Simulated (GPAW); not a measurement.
The system is CaB2.

```
Ca B
1.0
     3.22643    0.00000    0.00000
    -1.61322    2.79417    0.00000
     0.00000    0.00000    4.06739
Ca B
1 2
Cartesian
  0.0000 0.0000 0.0000
  1.6132 0.9314 2.0337
  0.0000 1.8628 2.0337
```

The cell comes from a database or a generator and needn't be the stable form of this composition.

Base run:

| Property | Result |
| --- | --- |
| Program | GPAW 26.7.0 |
| Functional | RPBE |
| Potentials or basis | the program's PAW data sets (release 1.2.1) made for this functional |
| Cutoff | 800 eV |
| Basis | pw |
| k mesh | 9 × 9 × 7 |
| Occupations | fermi-dirac, width 0.05 eV |
| Spin | no spin polarisation |

Its results: pressure 3.0 GPa.

Task: The run is repeated on the same cell with these changes: functional from RPBE to PBE; potentials or basis from the program's PAW data sets (release 1.2.1) made for this functional to GPAW PAW data sets (gpaw-data 1.2.1). What comes out?

Result: Pressure -0.1 GPa.
